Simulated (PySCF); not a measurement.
# C3H6ClGa: the cost of one run

Computed with PySCF 2.14.0, with density-fitted response routines of our own, on a single molecule in the gas phase. Atoms count from 0, in the outputs and in this text.

1 further run of the same task is left out (for a known fault of the program). Runs told in other sessions of the task aren't counted.

### Step 1. Starting geometry

11 atoms, charge 0, multiplicity 1; geometry from: GFN2-xTB. The atoms were then displaced at random by about 0.01 Å, so the start is not that level's minimum.

Bonds of the start (Å): Cl0–Ga1 2.11, Ga1–C2 2.04, C2–C3 1.49, C3–C4 1.49, C4–C2 1.51, Ga1–H5 1.59, C2–H6 1.07, C3–H7 1.10, C3–H8 1.06, C4–H9 1.07, C4–H10 1.07.

### Step 2. Optimising the geometry at PBE0-D3(BJ)/def2-SVP

Job settings and geometry (Å):

```
{"job": {"xc": "PBE0", "basis": "def2-SVP", "d3": "d3bj", "grid": 1, "shake": 0.01, "kind": "geom"}, "charge": 0, "multiplicity": 1}
Cl     3.012270    -0.661670    -0.179890
Ga     1.667230     0.729230     0.669960
C     -0.352810     0.517450     0.481940
C     -0.850680    -0.883790     0.449610
C     -0.857780    -0.084200    -0.805250
H      2.326430     1.946440     1.459360
H     -0.962000     1.262960     0.958270
H     -1.821880    -1.071010     0.920060
H     -0.187090    -1.708640     0.547060
H     -1.790080     0.293370    -1.183730
H     -0.145500    -0.365960    -1.548120
```

Run with:

```
$ OMP_NUM_THREADS=1 python probes_run.py task.json out
```

The driver reads the jobs from task.json and runs them one after another.

**Question.** How long does this first job take on 1 thread of Arm Neoverse V1, shared host, and how much memory does it need?

About 99 s, with a peak of 0.51 GiB.
